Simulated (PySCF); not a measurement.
# GeO(OH)₂: relaxation and vibrations of the singlet

Aim: relax GeO(OH)₂ as a singlet from a hand-made T-shaped (ligand arrangement 2) geometry, check by its vibrations whether the end is a minimum, and collect its spectrum and constants.

Program: PySCF 2.14.0. Level of theory: B3LYP, basis Ge def2-SVP, O def2-SVP, H def2-SVP, no relativity, density fitting. These are calculated values, not measurements.

## (1) The starting structure

6 atoms, charge 0, spin multiplicity 1.

Bond lengths: Ge1–O2 1.680 Å, Ge1–O3 1.840 Å, Ge1–O4 1.840 Å, O3–H5 0.960 Å, O4–H6 0.960 Å. Angles: O2–Ge1–O3 88.0°, O2–Ge1–O4 176.0°, O3–Ge1–O4 88.0°, Ge1–O3–H5 130.0°, Ge1–O4–H6 130.0°.

```xyz
6
charge 0 multiplicity 1
Ge    0.0466   -0.0060   -0.2740
O     1.7256   -0.0060   -0.2154
O     0.0466   -0.0060    1.5660
O    -1.7923   -0.0060   -0.2098
H    -0.6888   -0.0060    2.1831
H    -2.4090    0.7294   -0.1882
```

## (2) T-shaped (ligand arrangement 2) start, singlet: relaxation

One driver script runs all steps and calls PySCF; scf.py shows how it sets up the SCF of each step. The optimiser is the driver's own. Before each start the driver seeks the lowest SCF state from one or more starting densities and follows internal instabilities, so scf.py alone need not reach the same state.

The program finds C1 symmetry in the start. The walk stops when the largest gradient is under 0.0003 Eh/bohr and the energy has settled too.

scf.py

```python
from pyscf import gto, scf, dft
mol = gto.M(atom='''
Ge     0.046590    -0.005981    -0.274025
O      1.725590    -0.005981    -0.215425
O      0.046590    -0.005981     1.565975
O     -1.792310    -0.005981    -0.209825
H     -0.688810    -0.005981     2.183075
H     -2.409010     0.729419    -0.188225''',
    basis={'Ge': 'def2-SVP', 'O': 'def2-SVP', 'H': 'def2-SVP'},
    charge=0, spin=0)
mf = dft.RKS(mol, xc='B3LYP')
mf.grids.atom_grid = (50, 194)
aux = {'Ge': 'def2-universal-JKFIT', 'O': 'def2-universal-JKFIT', 'H': 'def2-universal-JKFIT'}
mf = mf.density_fit(auxbasis=aux)
mf.kernel()
```

The runs that follow: Vibrations and properties at this point.

What does the calculation give? Wanted: minimum; geometry; wavenumbers; dipole moment; highest occupied, lowest empty level; polar-tensor charge of Ge1; zero-point energy; atomisation energy.

The runs gave:

| quantity | value |
| --- | --- |
| minimum | singlet, C2v |
| geometry | Ge–O 1.632 Å, Ge–O 1.765 Å (×2), O–H 0.968 Å (×2); Ge–O–H 115.1° (×2), O–Ge–O 108.7°, O–Ge–O 125.6° (×2) |
| wavenumbers (cm⁻¹) | 54 (b1), 171 (a2), 242 (b2), 255 (a1), 308 (b1), 696 (a1), 728 (b2), 804 (b2), 913 (a1), 1003 (a1), 3821 (b2), 3832 (a1) |
| dipole moment | 5.66 D |
| highest occupied, lowest empty level | -7.71, -1.94 eV |
| polar-tensor charge of Ge1 | +1.49 e |
| zero-point energy | 76.7 kJ/mol |
| entropy at 298.15 K | 322.8 J/(mol K) |
| atomisation energy (no zero-point energy) | 2044 kJ/mol |

From C1 at the start the molecule goes to a C2v minimum. In the infrared the band at 308 cm⁻¹ (b1) leads. With 5.7 D the molecule is strongly polar. Only this shape and spin were tried, so other structures or states may lie lower. The soft modes, below some 90 cm⁻¹, carry numerical noise of tens of cm⁻¹, and the entropy with them.
